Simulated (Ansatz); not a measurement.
# BaWO4: the cost of one run

Computed with Ansatz 0.2.0, driven from Python. Level of theory: DFT LDA+U, plane waves, PAW.

### 1 Starting point

The structure is tetragonal, space group I4_1/a (No. 88). Conventional cell: a = 5.667 Å, b = 5.667 Å, c = 12.739 Å, α = 90.00°, β = 90.00°, γ = 90.00°. Around Ba (site symmetry -4) lie 8 O at 2.76 to 2.80 Å. Around W (site symmetry -4) lie 4 O at 1.79 Å. Around O (site symmetry 1) lie 1 W at 1.79 Å.

No structure file is read: the coordinates are typed or built in the script.

### 2 The script

bawo4_pdos.py

```python
# -*- coding: utf-8 -*-
'''Which atoms and shells make the states of BaWO4.'''

from dataclasses import dataclass
import sys

import ansatz as az
import matplotlib.pyplot as plt
import numpy as np


@dataclass(frozen=True)
class Settings:
    kgrid: tuple[int, ...] = (5, 5, 5)
    max_scf: int = 80
    functional: str = 'lda'
    cutoff_ev: int = 530
    extra_bands: int = 30


settings = Settings()

crystal = (
    az.Lattice.from_parameters(7.524858, 7.524858, 7.524858, alpha=135.76167, beta=135.76167, gamma=64.34901)
    .atom('Ba', [0.25, 0.75, 0.5])
    .atom('Ba', [0.5, 0.5, 0.0])
    .atom('W', [0.75, 0.25, 0.5])
    .atom('W', [0.0, 0.0, 0.0])
    .atom('O', [0.152145, 0.046892, 0.35624])
    .atom('O', [0.690652, 0.795905, 0.64376])
    .atom('O', [0.059348, 0.454095, 0.85624])
    .atom('O', [0.545905, 0.402145, 0.605253])
    .atom('O', [0.204095, 0.847855, 0.894747])
    .atom('O', [0.953108, 0.309348, 0.105253])
    .atom('O', [0.796892, 0.940652, 0.394747])
    .atom('O', [0.597855, 0.203108, 0.14376])
)

calc = (
    crystal.calculation()
    .occupations(az.OccupationsMethod.FIXED)  # no smearing
    .kpoints(*settings.kgrid, shift=0.5)
    .scf(max_iterations=settings.max_scf)
    .functional(settings.functional)
    .basis(settings.cutoff_ev, density_ratio=8)  # plane waves up to this kinetic energy
    .hubbard('W', 'd', u=5.9, j=0.9)
    .scf(extra_bands=settings.extra_bands)
    .density_of_states(projected=True, energy_step=0.1)  # states per eV and cell
)
try:
    result = calc.run(threads=1, pin='off')
except az.NonConvergedError as error:
    sys.exit(f'no convergence: {error}')
except az.RefusalError as error:
    sys.exit(f'input refused: {error}')
data = result.report

dos = result.density_of_states()
energy = np.asarray(dos.energies_ev) - dos.fermi_ev
curves = {}
for site in result.projected_density_of_states().sites:
    for shell in site.shells:
        weight = sum(np.sum(curve.g_bin_mean_per_ev, axis=0) for curve in shell.curves)
        name = f'{site.species} {shell.label}'
        curves[name] = curves.get(name, 0) + weight

window = (energy > -6) & (energy < 4)
fig, ax = plt.subplots(figsize=(5.5, 3.5))
for name, g in curves.items():
    if g[window].max() > 0.05:
        ax.plot(energy[window], g[window], label=name, lw=1)
        print(f'{name:8s} peak {g[window].max():7.3f} states/eV at {energy[window][g[window].argmax()]:6.2f} eV')
ax.set(xlabel='E - E_F (eV)', ylabel='states/eV')
ax.legend(fontsize=7)
fig.tight_layout()
fig.savefig('pdos.png', dpi=100)
```

### 3 The input behind the calls

The engine receives this input:

```yaml
crystal:
  lattice:
    a: 7.524858
    b: 7.524858
    c: 7.524858
    alpha: 135.76167
    beta: 135.76167
    gamma: 64.34901
  atoms:
    - { symbol: Ba, position: [0.25, 0.75, 0.5] }
    - { symbol: Ba, position: [0.5, 0.5, 0.0] }
    - { symbol: W, position: [0.75, 0.25, 0.5] }
    - { symbol: W, position: [0.0, 0.0, 0.0] }
    - { symbol: O, position: [0.152145, 0.046892, 0.35624] }
    - { symbol: O, position: [0.690652, 0.795905, 0.64376] }
    - { symbol: O, position: [0.059348, 0.454095, 0.85624] }
    - { symbol: O, position: [0.545905, 0.402145, 0.605253] }
    - { symbol: O, position: [0.204095, 0.847855, 0.894747] }
    - { symbol: O, position: [0.953108, 0.309348, 0.105253] }
    - { symbol: O, position: [0.796892, 0.940652, 0.394747] }
    - { symbol: O, position: [0.597855, 0.203108, 0.14376] }
basis:
  ecutwfc: 530.0
  ecutrho_ratio: 8
kpoints:
  mp_grid:
    grid: [5, 5, 5]
    shift: [0.5, 0.5, 0.5]
hamiltonian:
  xc: lda
  hubbard:
    - { species: W, l: d, u: 5.9, j: 0.9 }
scf:
  max_iter: 80
  n_extra_bands: 30
  occupations:
    method: fixed
output:
  dos:
    de: 0.1
    projected: true
```

### 4 The run

Launch:

```sh
$ python bawo4_pdos.py
```

**Question.** How long does this script take on 1 thread of Intel Xeon Platinum 8488C (Sapphire Rapids), shared host, and how much memory does it need?

About 35 s, with a peak of 1.1 GiB.
